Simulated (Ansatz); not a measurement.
**GeH4NS radical: how energies converge with the basis set**

The task here is to estimate one member of a computed series from the others.

Program: Ansatz 0.2.0, Gaussian basis. Level of theory: one geometry, several basis sets. These are calculated values, not measurements.

The runs, in order: PBE0-D4/def2-SVP; ωB97M-V/def2-SVP; PBE0-D4/def2-QZVPP; ωB97M-V/def2-QZVPP; the functionals' def2-TZVPP values are taken from earlier runs.

### Structure used throughout

All runs share one geometry, relaxed beforehand with PBE0-D4 in a triple-zeta def2 set.

SMILES `[NH2][GeH2][S]`, 7 atoms, charge 0, spin multiplicity 2.

Atoms are counted from 1 here; the program's logs count them from 0.

Bond lengths: N1–Ge2 1.831 Å, N1–H4 1.011 Å, N1–H5 1.010 Å, Ge2–S3 2.205 Å, Ge2–H6 1.536 Å, Ge2–H7 1.549 Å. Angles: Ge2–N1–H4 114.8°, Ge2–N1–H5 114.9°, H4–N1–H5 109.5°, N1–Ge2–S3 108.8°, N1–Ge2–H6 106.5°, N1–Ge2–H7 116.2°, S3–Ge2–H6 112.2°, S3–Ge2–H7 102.3°, H6–Ge2–H7 110.8°.

As a file:

```xyz
7

N    -1.0522    0.1418   -0.5264
Ge    0.5218   -0.0220    0.3956
S     0.8778   -2.1560    0.8231
H    -1.3929    1.0889   -0.6188
H    -1.0648   -0.3115   -1.4291
H     0.3643    0.8090    1.6777
H     1.8074    0.3819   -0.3677
```

The first run:

in.yaml reads:

```yaml
crystal:
  periodic: [false, false, false]
  atoms:
    - {symbol: N, position_ang: [-1.052194, 0.141784, -0.526371]}
    - {symbol: Ge, position_ang: [0.521784, -0.021960, 0.395561]}
    - {symbol: S, position_ang: [0.877751, -2.156040, 0.823061]}
    - {symbol: H, position_ang: [-1.392864, 1.088944, -0.618828]}
    - {symbol: H, position_ang: [-1.064846, -0.311545, -1.429101]}
    - {symbol: H, position_ang: [0.364299, 0.808958, 1.677712]}
    - {symbol: H, position_ang: [1.807369, 0.381858, -0.367733]}
basis:
  gaussian: {orbitals: def2-SVP}
magnetization: {spin_polarized: true, initial_magnetization: 1}
hamiltonian: {xc: pbe0, dispersion: d4}
output: {orbitals: {seedname: orbitals}}
```

Launch:

```sh
$ ansatz run in.yaml --threads 4 --pin off --events-out ev --progress --plain --max-ram 10444MiB
```

Steps of the session up to this table: PBE0-D4 in def2-SVP; ωB97M-V in def2-SVP; PBE0-D4 in def2-QZVPP; ωB97M-V in def2-QZVPP.

One of the session's tables, all rows but one given; the rest of the session is left out.

It belongs to the step «Functionals by basis». 

```
functional       basis  HOMO (eV)  LUMO (eV)
   PBE0-D4    def2-SVP          ?          ?
   PBE0-D4  def2-TZVPP      -7.21      -4.28
   PBE0-D4  def2-QZVPP      -7.25      -4.31
   ωB97M-V    def2-SVP      -9.19      -2.05
   ωB97M-V  def2-TZVPP      -9.41      -2.28
   ωB97M-V  def2-QZVPP      -9.46      -2.35
```

**Question.** Estimate the row for PBE0-D4, def2-SVP.

**Answer.** HOMO (eV): -7.01; LUMO (eV): -4.15. In the column «HOMO (eV)» it is the highest.
